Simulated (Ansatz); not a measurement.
**CH₅OPSeSi: one species, many methods**

The task here is to estimate one member of a computed series from the others.

Program: Ansatz 0.2.0, Gaussian basis. Level of theory: functionals in def2-TZVPP, the program's frozen cores in correlated methods. These are calculated values, not measurements.

Levels to be run: LDA (SPW92), PBE-D4, revPBE-D4, BLYP-D4, r2SCAN-D4, B97M-V, PBE0-D4, B3LYP-D4, r2SCANh-D4, r2SCAN0-D4, HSE06-D4, BHLYP-D4, CAM-B3LYP-D4, LC-ωPBE, ωB97X-V, ωB97M-V, B2PLYP, PBE-QIDH; CCSD(T)/def2-SVP; CCSD(T)/def2-TZVPP; MP2/def2-QZVPP; extrapolation to the limit; RPA on PBE.

### Structure used throughout

The geometry comes from an earlier relaxation with PBE0-D4 in a triple-zeta def2 set; it is a stationary point, not always the lowest conformer.

10 atoms, charge 0, spin multiplicity 1.

Atoms are counted from 1 here; the program's logs count them from 0.

Bond lengths: O1–P2 1.664 Å, O1–H6 0.962 Å, P2–Si3 2.271 Å, P2–Se5 2.291 Å, Si3–C4 1.879 Å, Si3–H7 1.491 Å, Si3–H8 1.485 Å, C4–Se5 1.980 Å, C4–H9 1.090 Å, C4–H10 1.089 Å. Angles: P2–O1–H6 110.2°, O1–P2–Si3 96.8°, O1–P2–Se5 104.9°, Si3–P2–Se5 75.6°, P2–Si3–C4 93.2°, P2–Si3–H7 116.8°, P2–Si3–H8 108.4°, C4–Si3–H7 117.4°, C4–Si3–H8 110.3°, H7–Si3–H8 109.6°, Si3–C4–Se5 92.8°, Si3–C4–H9 117.0°, Si3–C4–H10 115.1°, Se5–C4–H9 111.0°, Se5–C4–H10 109.4°, H9–C4–H10 110.2°, P2–Se5–C4 90.0°.

The first run:

The input, in.yaml:

```yaml
crystal:
  periodic: [false, false, false]
  atoms:
    - {symbol: O, position_ang: [-1.859263, 0.889297, 0.888243]}
    - {symbol: P, position_ang: [-1.659755, -0.421151, -0.117467]}
    - {symbol: Si, position_ang: [0.473876, -0.906394, 0.491085]}
    - {symbol: C, position_ang: [1.208671, 0.373679, -0.671074]}
    - {symbol: Se, position_ang: [-0.380604, 0.356932, -1.851180]}
    - {symbol: H, position_ang: [-2.735954, 1.267654, 0.769802]}
    - {symbol: H, position_ang: [0.803033, -0.787832, 1.940277]}
    - {symbol: H, position_ang: [0.795891, -2.276926, 0.017844]}
    - {symbol: H, position_ang: [2.104908, 0.085826, -1.219845]}
    - {symbol: H, position_ang: [1.332297, 1.367716, -0.244686]}
basis:
  gaussian: {orbitals: def2-TZVPP}
hamiltonian: {xc: lda}
output: {orbitals: {seedname: orbitals}}
```

Steps of the session up to this table: LDA; PBE-D4 (GGA); revPBE-D4 (GGA); BLYP-D4 (GGA); r2SCAN-D4 (meta-GGA); B97M-V (meta-GGA); PBE0-D4 (hybrid); B3LYP-D4 (hybrid); r2SCANh-D4 (hybrid); r2SCAN0-D4 (hybrid); HSE06-D4 (hybrid); BHLYP-D4 (hybrid); CAM-B3LYP-D4 (range-separated); LC-ωPBE (range-separated); ωB97X-V (range-separated); ωB97M-V (range-separated); B2PLYP (double hybrid); PBE-QIDH (double hybrid).

One table of the session follows, with a row left open; its other results are not shown here.

It belongs to the step «Frontier levels by functional». 

| functional | HOMO (eV) | gap (eV) |
| --- | --- | --- |
| LDA (SPW92) | -5.80 | 3.94 |
| PBE-D4 | ? | ? |
| revPBE-D4 | -5.60 | 4.06 |
| BLYP-D4 | -5.48 | 3.98 |
| r2SCAN-D4 | -5.89 | 4.47 |
| B97M-V | -5.99 | 4.56 |
| PBE0-D4 | -6.74 | 5.94 |
| B3LYP-D4 | -6.51 | 5.51 |
| r2SCANh-D4 | -6.29 | 5.17 |
| r2SCAN0-D4 | -6.90 | 6.22 |
| HSE06-D4 | -6.35 | 5.17 |
| BHLYP-D4 | -7.68 | 7.77 |
| CAM-B3LYP-D4 | -7.98 | 8.19 |
| LC-ωPBE | -9.30 | 10.64 |
| ωB97X-V | -8.97 | 10.18 |
| ωB97M-V | -8.84 | 9.81 |

**Question.** Estimate the row for PBE-D4.

**Answer.** HOMO (eV): -5.65; gap (eV): 4.02. In the column «HOMO (eV)» it lies between LDA (SPW92) (-5.80) and revPBE-D4 (-5.60).
